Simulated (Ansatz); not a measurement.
# TaAsO: the cost of one run

Program: Ansatz 0.2.0. Level of theory: DFT, r2SCAN, no spin polarisation, plane waves, PAW. These are calculated values, not measurements.

## Step 1: Geometry

The structure is hexagonal, space group P6/mmm (No. 191). The conventional cell has a = 8.231 Å, b = 8.231 Å, c = 4.549 Å, α = 90.00°, β = 90.00°, γ = 120.00°. Around O (site symmetry 6/mmm) lie 2 Ta at 2.27 Å. Ta (site symmetry 6/mmm) has 2 O at 2.27 Å as nearest neighbours. Around O (site symmetry -6m2) lie 2 Ta at 2.27 Å. Ta (site symmetry -6m2) has 2 O at 2.27 Å and 3 As at 2.38 Å as nearest neighbours. As (site symmetry mmm) is surrounded by 2 Ta at 2.38 Å.

Coordinates:

```
CELL_PARAMETERS angstrom
8.23136 0.00000 0.00000
-4.11568 7.12857 0.00000
0.00000 0.00000 4.54921
ATOMIC_POSITIONS crystal
O 0.00000 0.00000 0.50000
Ta 0.00000 0.00000 0.00000
O 0.33330 0.66670 0.50000
O 0.66660 0.33330 0.50000
Ta 0.33330 0.66670 0.00000
Ta 0.66660 0.33330 0.00000
As 0.50000 0.00000 0.00000
As 0.50000 0.50000 0.00000
As 0.00000 0.50000 0.00000
```

The first density is read from a saved solution for the starting cell.

## Step 2: The relaxation

Contents of input.yaml:

```yaml
crystal:
  lattice:
    - [8.231362, 0.0, 0.0]
    - [-4.115681, 7.128573, 0.0]
    - [0.0, 0.0, 4.549207]
  atoms:
    - { symbol: O, position: [0.0, 0.0, 0.5] }
    - { symbol: Ta, position: [0.0, 0.0, 0.0] }
    - { symbol: O, position: [0.3333, 0.6667, 0.5] }
    - { symbol: O, position: [0.6666, 0.3333, 0.5] }
    - { symbol: Ta, position: [0.3333, 0.6667, 0.0] }
    - { symbol: Ta, position: [0.6666, 0.3333, 0.0] }
    - { symbol: As, position: [0.5, 0.0, 0.0] }
    - { symbol: As, position: [0.5, 0.5, 0.0] }
    - { symbol: As, position: [0.0, 0.5, 0.0] }
  symmetry: { tolerance: 0.0003 }
kpoints:
  mp_grid: { grid: [5, 5, 8], shift: [0, 0, 0] }
magnetization:
  spin_polarized: false
scf:
  occupations: { method: fermi_dirac }
  lower_state_search: "off"
hamiltonian:
  pseudopotentials: { kind: paw }
  xc: r2scan
basis:
  ecutwfc: 500
  fft_grid_basis: typed
relax:
  max_steps: 60
  cell: { p_target: 20.0 }
  f_tol: 0.03
output:
  forces: true
  stress: true
  eigenvalues: true
  bader: false
  populations: true
  elf: true
  write_potential: true
  volumetric_format: npy
  dos:
    e_range: [-12, 8]
    de: 0.05
    projected: { site_lists: { As: [As], O: [O], Ta: [Ta] } }
  write_density: true
checkpoint:
  read: saved_state
```

On the command line:

```bash
$ ansatz run input.yaml --threads 2 --pin off --max-ram 3584MiB --backend cpu --events-out ev --progress --plain --runs-dir out
```

Q: Estimate wall time and peak memory on 2 threads of Arm Neoverse V1, shared host.

About 5.5 min, with a peak of 1.4 GiB.
